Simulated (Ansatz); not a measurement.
Predict the output of the script below (the Python package of Ansatz (0.2.0)).

The script, `transition.py`:
```python
"""Enthalpies of two structures of Li3Zn under pressure."""

import warnings

import ansatz as az
import numpy as np


def cu3au(first, second, a):
    return (
        az.Lattice.cubic(a)
        .space_group(221)
        .atom(first, [0, 0, 0])
        .atom(second, [0, 0.5, 0.5])
    )


def fe3al(A, B, a):
    return (
        az.Lattice.fcc(a)
        .space_group(225)
        .atom(A, [0, 0, 0])
        .atom(B, [0.5, 0.5, 0.5])
        .atom(B, [0.25, 0.25, 0.25])
        .primitive()
    )


def compute(name, crystal, pressure=0.0):
    calc = (
        crystal.calculation()
        .functional("pbesol", dispersion="d3bj")
        .basis(520)
        .kpoints(spacing=0.15)
        .occupations("cold", width=0.05)
    )
    calc = calc.relax(force_tolerance=0.02, cell=True, pressure=pressure)
    return calc.run(threads=1, pin="off")


def volume_per_atom(outcome):
    return abs(np.linalg.det(outcome.lattice.cell_ang)) / len(outcome.lattice.sites)

warnings.simplefilter("ignore", az.DeckWarning)

phases = {}
phases["Cu3Au"] = cu3au("Zn", "Li", 4.0)
phases["Fe3Al"] = fe3al("Zn", "Li", 6.34)

# H = E + PV, with 1 eV per cubic angstrom equal to 160.2 GPa
pressures = [0, 5, 10, 20]
enthalpy, volume = {name: [] for name in phases}, {name: [] for name in phases}
for p in pressures:
    for name, crystal in phases.items():
        o = compute(name, crystal, pressure=p)
        volume[name].append(volume_per_atom(o))
        enthalpy[name].append(o.report["energy_sigma0_ev"] / len(o.lattice.sites) + p * volume[name][-1] / 160.21766)
gap = np.array(enthalpy["Fe3Al"]) - np.array(enthalpy["Cu3Au"])
rows = [(p, va, vb, 1000 * d) for p, va, vb, d in zip(pressures, volume["Cu3Au"], volume["Fe3Al"], gap)]
print("   P (GPa)  V Cu3Au (A^3/atom)  V Fe3Al (A^3/atom)  H(Fe3Al) - H(Cu3Au) (meV/atom)")
for row in rows:
    print(f"{row[0]:10d}  {row[1]:18.3f}  {row[2]:18.3f}  {row[3]:+30.1f}")
crossings = [p0 - g0 * (p1 - p0) / (g1 - g0) for p0, p1, g0, g1 in zip(pressures, pressures[1:], gap, gap[1:]) if g0 * g1 < 0]
print("crossing near", [round(float(p), 1) for p in crossings], "GPa") if crossings else print("no crossing in this range")
```

```console
$ python transition.py
   P (GPa)  V Cu3Au (A^3/atom)  V Fe3Al (A^3/atom)  H(Fe3Al) - H(Cu3Au) (meV/atom)
         0              14.688              14.504                           -15.4
         5              12.836              12.719                           -19.9
        10              11.709              11.614                           -23.6
        20              10.305              10.233                           -28.9
no crossing in this range
```

Reading the output:
- At a fixed pressure a relaxation lowers the enthalpy F + PV, while F alone can rise.
- Dispersion corrections can be off by several per cent in the lattices of metals, and by several GPa in the pressure at a fixed cell.
- Only these two structures are compared, at zero temperature and with their symmetry kept; either may be hypothetical, and another phase may be lower than both. Differences under 10 to 15 meV an atom lie within the error of mesh and functional.
- The cells are prototypes set up for this calculation and needn't exist.
- The whole script took 58 s on 1 thread of AMD EPYC 9R45 96-Core Processor (Zen 5) (shared host), peak memory 0.54 GiB.
